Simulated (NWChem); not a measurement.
# One shape, several levels: CdNH2F (SMILES [NH2][Cd][F])

We compute a comparison of 3 runs (PBE0/def2-TZVP, PBE0/def2-SVP, PBE0/def2-TZVPP) of CdNH2F. 

The results are computed with NWChem 7.3.0.

## Step 1: The structure to begin with

The species is CdNH2F (5 atoms), meant as a singlet with charge 0. SMILES: `[NH2][Cd][F]`. Geometry: relaxed at PBE0-D4/def2-TZVP.

Bond lengths: N1–Cd2 1.998 Å, Cd2–F3 1.935 Å, N1–H4 1.014 Å, N1–H5 1.014 Å. Angles: N1–Cd2–F3 175.2°, Cd2–N1–H4 110.9°, Cd2–N1–H5 110.9°, H4–N1–H5 106.1°.

## Step 2: A single-point energy at PBE0/def2-TZVP (core potential) (run 1)

File mymol.nw:

```
start mymol
title "CdFH2N PBE0"
memory total 2200 mb

geometry noautosym nocenter noautoz
N     -0.333400     0.922000    -0.346300
Cd     0.604700    -0.740300     0.245400
F      1.652200    -2.274900     0.787100
H     -0.955600     0.728600    -1.123800
H     -0.917900     1.290800     0.396200
end

basis spherical bse
N library def2-TZVP
Cd library def2-TZVP
F library def2-TZVP
H library def2-TZVP
end

ecp bse
Cd library def2-TZVP
end

dft
xc pbe0
grid fine
convergence energy 1e-08
iterations 100
mulliken
print low
end

task dft energy
```

Run with:

```
$ nwchem mymol.nw > mymol.out
```

Output:

```text
[...]
 d= 0,ls=0.0,diis     1   -323.3717348685 -4.36D+02  1.37D-02  9.30D-01     1.8
[...]
 d= 0,ls=0.0,diis    10   -323.4768065413 -3.77D-09  6.11D-07  1.39D-08    14.1
         Total DFT energy =     -323.476806541289
      One electron energy =     -737.728632460159
           Coulomb energy =      334.820909041996
    Exchange-Corr. energy =      -33.452730891589
 Nuclear repulsion energy =      112.883647768465
[...]
      Total Density - Mulliken Population Analysis
     ---------------------------------------------
    Atom       Charge   Shell Charges
 -----------   ------   -------------------------------------------------------
    1 N    7     7.81   0.82  1.15  0.55  0.84  0.24  1.49  1.66  1.03  0.00  0.02  0.00
    2 Cd  20    19.09   0.04 -0.44  1.65  0.75  0.71  0.12  5.24  0.77  0.23  0.06  5.90  3.22  0.83  0.00
    3 F    9     9.58   0.77  1.20  0.61  0.97  0.42  2.25  2.12  1.23  0.00  0.01  0.00
    4 H    1     0.76   0.27  0.39  0.06  0.04
    5 H    1     0.76   0.27  0.39  0.06  0.04
[...]
```

Wall time 15 s (1 thread of AMD EPYC 9R45 (Zen 5), shared host); peak memory 0.13 GiB.

## Step 3: The energy at PBE0/def2-SVP (core potential) (run 2)

File mymol.xyz:

```xyz
5

N     -0.333400     0.922000    -0.346300
Cd     0.604700    -0.740300     0.245400
F      1.652200    -2.274900     0.787100
H     -0.955600     0.728600    -1.123800
H     -0.917900     1.290800     0.396200
```

File mymol.nw:

```
start mymol
memory stack 880 mb heap 220 mb global 1100 mb

geometry noautosym nocenter noautoz
  load mymol.xyz
end

basis "ao basis" spherical bse
  * library def2-SVP
end

ecp bse
  Cd library def2-SVP
end

dft
  xc pbe0
  mult 1
  grid fine
  convergence energy 1e-08
  maxiter 100
  mulliken
  noprint "final vectors analysis"
end

task dft energy
```

Run with:

```
$ nwchem mymol.nw > mymol.out
```

Output:

```text
[...]
          Wavefunction type:  closed shell.
          No. of atoms     :     5
          No. of electrons :    38
[...]
          Charge           :     0
          Spin multiplicity:     1
[...]
          AO basis - number of functions:    69
[...]
              XC Information
              --------------
                         PBE0 Method XC Functional
                     Hartree-Fock (Exact) Exchange  0.250
          PerdewBurkeErnzerhof Exchange Functional  0.750
            Perdew 1991 LDA Correlation Functional  1.000 local
           PerdewBurkeErnz. Correlation Functional  1.000 non-local
[...]
 d= 0,ls=0.0,diis     1   -323.1384204964 -4.36D+02  2.61D-02  8.09D-01     0.8
[...]
 d= 0,ls=0.0,diis    10   -323.2391786792 -5.24D-09  9.73D-07  5.30D-09     5.8
         Total DFT energy =     -323.239178679234
      One electron energy =     -737.627573922211
           Coulomb energy =      334.951603867988
    Exchange-Corr. energy =      -33.446856393475
 Nuclear repulsion energy =      112.883647768465
[...]
      Total Density - Mulliken Population Analysis
     ---------------------------------------------
    Atom       Charge   Shell Charges
 -----------   ------   -------------------------------------------------------
    1 N    7     7.45   1.99  1.00  0.51  2.34  1.59  0.01
    2 Cd  20    19.33  -0.38  1.69  0.70  0.74  0.12  5.98  0.31  0.18  9.04  0.97  0.00
    3 F    9     9.47   1.99  1.12  0.85  3.30  2.21  0.00
    4 H    1     0.87   0.71  0.11  0.05
    5 H    1     0.87   0.71  0.11  0.05
[...]
```

It took 6.3 s on 1 thread of AMD EPYC 9R45 (Zen 5), shared host; peak memory 0.12 GiB.

## Step 4: Energy and forces at PBE0/def2-TZVPP (core potential) (run 3)

File mymol.nw:

```
start mymol
memory stack 880 mb heap 220 mb global 1100 mb

geometry units au noautosym nocenter noautoz
N  -0.63003469  1.74232749 -0.65441216
Cd  1.14271739 -1.39896425  0.46373879
F   3.12220550 -4.29893796  1.48740343
H  -1.80582228  1.37685445 -2.12367422
H  -1.73457961  2.43925848  0.74870949
end

basis spherical bse
* library def2-TZVPP
end

ecp bse
Cd library def2-TZVPP
end

dft
xc pbe0
mult 1
grid fine
convergence energy 1e-08
maxiter 100
mulliken
noprint "final vectors analysis"
end

task dft gradient
```

Run with:

```
$ nwchem mymol.nw > mymol.out
```

Output:

```text
[...]
          Wavefunction type:  closed shell.
          No. of atoms     :     5
          No. of electrons :    38
[...]
          Charge           :     0
          Spin multiplicity:     1
[...]
          AO basis - number of functions:   146
[...]
              XC Information
              --------------
                         PBE0 Method XC Functional
                     Hartree-Fock (Exact) Exchange  0.250
          PerdewBurkeErnzerhof Exchange Functional  0.750
            Perdew 1991 LDA Correlation Functional  1.000 local
           PerdewBurkeErnz. Correlation Functional  1.000 non-local
[...]
 d= 0,ls=0.0,diis     1   -323.3760618422 -4.36D+02  1.07D-02  9.41D-01     3.0
[...]
 d= 0,ls=0.0,diis    10   -323.4810083438 -3.16D-09  4.62D-07  1.39D-08    25.1
         Total DFT energy =     -323.481008343819
      One electron energy =     -737.761276109225
           Coulomb energy =      334.849924943187
    Exchange-Corr. energy =      -33.453296842732
 Nuclear repulsion energy =      112.883639664951
[...]
  wavefunction    = closed shell
                         DFT ENERGY GRADIENTS
    atom               coordinates                        gradient
                 x          y          z           x          y          z
   1 N      -0.630035   1.742327  -0.654412    0.000194   0.000279  -0.000082
   2 Cd      1.142717  -1.398964   0.463739   -0.000995   0.001440  -0.000504
   3 F       3.122206  -4.298938   1.487403    0.001247  -0.001835   0.000647
   4 H      -1.805822   1.376854  -2.123674   -0.000252  -0.000194  -0.000724
   5 H      -1.734580   2.439258   0.748709   -0.000194   0.000310   0.000662
[...]
```

Run time: 38 s. Hardware: 1 thread of AMD EPYC 9R45 (Zen 5), shared host; peak memory 0.16 GiB.

## Step 5: The series

| run | level | core potential | task | energy (Eh) | wall time |
| --- | --- | --- | --- | --- | --- |
| 1 | PBE0/def2-TZVP (core potential) | def2-TZVP | energy | -323.476807 | 15 s |
| 2 | PBE0/def2-SVP (core potential) | def2-SVP | energy | -323.239179 | 6.3 s |
| 3 | PBE0/def2-TZVPP (core potential) | def2-TZVPP | gradient | -323.481008 | 38 s |

## Step 6: Results

| quantity | value |
| --- | --- |
| run 3: total energy | -323.48101 Eh |
| run 3: dipole moment | 2.91 D |
| run 3: largest force on an atom | 0.119 eV/Å |

What this shows: Over the runs the total energy spans 6.581 eV. All runs together took 59 s, the longest 38 s.
